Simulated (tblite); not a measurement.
# C3H7BS: the cost of one run

Computed with tblite 0.8.0 and PySCF 2.14.0 and routines of our own; the level stands in each step. Atoms count from 0.

### Step 1. The starting structure

12 atoms, charge 0, multiplicity 1; geometry from: start built from the parent or by distance geometry.

### Step 2. Relaxing the molecule with GFN2-xTB

What the job is given:

```
{"job": {"kind": "relax", "xc": "GFN2-xTB", "basis": "xTB"}, "charge": 0, "multiplicity": 1}
C      2.394400     0.314800    -0.504900
C      1.121200    -0.070400    -0.782700
B      0.281300    -0.814400     0.326400
S     -1.499200    -1.332700    -0.107300
C     -2.248200     0.217200     0.465200
H      2.945000     0.821900    -1.277200
H      2.835200     0.160900     0.461300
H      0.715500     0.111700    -1.735400
H      0.709500    -1.022600     1.400300
H     -1.861200     1.061300    -0.147500
H     -3.350600     0.159200     0.306100
H     -2.040700     0.391700     1.529100
```

Command:

```bash
> OMP_NUM_THREADS=1 python redox_run.py task.json out
```

This one command runs all jobs of the session in turn.

Q: Estimate the wall time of this first job on 1 thread of Intel Xeon at 2.50GHz, shared host.

About 2.6 s.
